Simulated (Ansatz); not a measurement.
# C₆H₁₂O: one species, many methods

An exercise on one series of results from a longer session: the logs are not shown, and one member is left open.

Method: functionals in def2-TZVPP, the program's frozen cores in correlated methods; program: Ansatz 0.2.0, Gaussian basis.

Levels to be run: PBE-D4, r2SCAN-D4, PBE0-D4, B3LYP-D4, ωB97X-V, ωB97M-V, B2PLYP; CCSD(T)/def2-TZVPP; MP2/def2-QZVPP; extrapolation to the limit.

## Structure used throughout

An earlier PBE0-D4 in a triple-zeta def2 set relaxation fixed the geometry.

SMILES `OC1CCCCC1`, 19 atoms, charge 0, spin multiplicity 1.

Atoms are counted from 1 here; the program's logs count them from 0.

Bond lengths: O1–C2 1.421 Å, O1–H8 0.960 Å, C2–C3 1.519 Å, C2–C7 1.524 Å, C2–H9 1.100 Å, C3–C4 1.523 Å, C3–H10 1.096 Å, C3–H11 1.093 Å, C4–C5 1.523 Å, C4–H12 1.094 Å, C4–H13 1.094 Å, C5–C6 1.523 Å, C5–H14 1.098 Å, C5–H15 1.094 Å, C6–C7 1.522 Å, C6–H16 1.094 Å, C6–H17 1.095 Å, C7–H18 1.097 Å and more. Angles: C2–O1–H8 108.3°, O1–C2–C3 106.9°, O1–C2–C7 111.5°, O1–C2–H9 109.4°, C3–C2–C7 111.1°, C3–C2–H9 108.8°, C7–C2–H9 109.0°, C2–C3–C4 112.1°, C2–C3–H10 108.1°, C2–C3–H11 108.8°, C4–C3–H10 109.8°, C4–C3–H11 110.8°, H10–C3–H11 107.1°, C3–C4–C5 111.2°, C3–C4–H12 109.8°, C3–C4–H13 109.0°, C5–C4–H12 110.5°, C5–C4–H13 109.4° and more.

The first run:

in.yaml reads:

```yaml
crystal:
  periodic: [false, false, false]
  atoms:
    - {symbol: O, position_ang: [-1.515866, -1.343685, 0.606365]}
    - {symbol: C, position_ang: [-0.161164, -1.334420, 0.177292]}
    - {symbol: C, position_ang: [0.625410, -0.547425, 1.211336]}
    - {symbol: C, position_ang: [0.262878, 0.931504, 1.202094]}
    - {symbol: C, position_ang: [0.431089, 1.531712, -0.187129]}
    - {symbol: C, position_ang: [-0.384036, 0.761293, -1.216925]}
    - {symbol: C, position_ang: [-0.017649, -0.716418, -1.208515]}
    - {symbol: H, position_ang: [-2.039337, -1.796367, -0.059652]}
    - {symbol: H, position_ang: [0.220334, -2.365717, 0.150931]}
    - {symbol: H, position_ang: [1.692301, -0.668947, 0.991422]}
    - {symbol: H, position_ang: [0.448166, -0.984875, 2.197503]}
    - {symbol: H, position_ang: [0.879799, 1.469153, 1.928011]}
    - {symbol: H, position_ang: [-0.777180, 1.045636, 1.523279]}
    - {symbol: H, position_ang: [1.491712, 1.502324, -0.469935]}
    - {symbol: H, position_ang: [0.138765, 2.585928, -0.184335]}
    - {symbol: H, position_ang: [-0.233655, 1.178104, -2.217053]}
    - {symbol: H, position_ang: [-1.448956, 0.869423, -0.985557]}
    - {symbol: H, position_ang: [-0.634244, -1.273791, -1.924078]}
    - {symbol: H, position_ang: [1.021653, -0.843432, -1.535055]}
basis:
  gaussian: {orbitals: def2-TZVPP}
hamiltonian: {xc: pbe, dispersion: d4}
output: {forces: true, orbitals: {seedname: orbitals}}
```

Command:

```
$ ansatz run in.yaml --threads 2 --pin off --events-out ev --progress --plain --max-ram 32768MiB --backend cuda --devices 0, --max-vram 18GiB
```

Among the steps run: PBE-D4 (GGA); r2SCAN-D4 (meta-GGA); PBE0-D4 (hybrid); B3LYP-D4 (hybrid); ωB97X-V (range-separated); ωB97M-V (range-separated); B2PLYP (double hybrid); CCSD(T) in def2-TZVPP; MP2 in def2-QZVPP.

One table of the session follows, with a row left open; its other results are not shown here.

| method | atoms, summed (eV) | atomisation energy (kJ/mol) |
| --- | --- | --- |
| PBE-D4 | -8375.144 | 7973.5 |
| r2SCAN-D4 | -8382.611 | 7824.2 |
| PBE0-D4 | -8377.387 | 7871.8 |
| B3LYP-D4 | -8388.699 | 7796.7 |
| ωB97X-V | -8385.294 | 7821.5 |
| ωB97M-V | -8383.415 | 7829.1 |
| B2PLYP | -8381.038 | 7722.4 |
| HF/def2-TZVPP | -8353.031 | 5814.3 |
| MP2/def2-TZVPP | -8367.679 | 7747.0 |
| CCSD/def2-TZVPP | -8371.464 | 7534.9 |
| CCSD(T)/def2-TZVPP | -8371.873 | 7636.7 |
| MP2/CBS | ? | ? |
| CCSD(T)/CBS | -8374.521 | 7805.8 |

Estimate the missing values for MP2/CBS.

The run gave: atoms, summed (eV): -8370.327; atomisation energy (kJ/mol): 7916.1. In the column «atoms, summed (eV)» it lies between CCSD/def2-TZVPP (-8371.464) and MP2/def2-TZVPP (-8367.679).
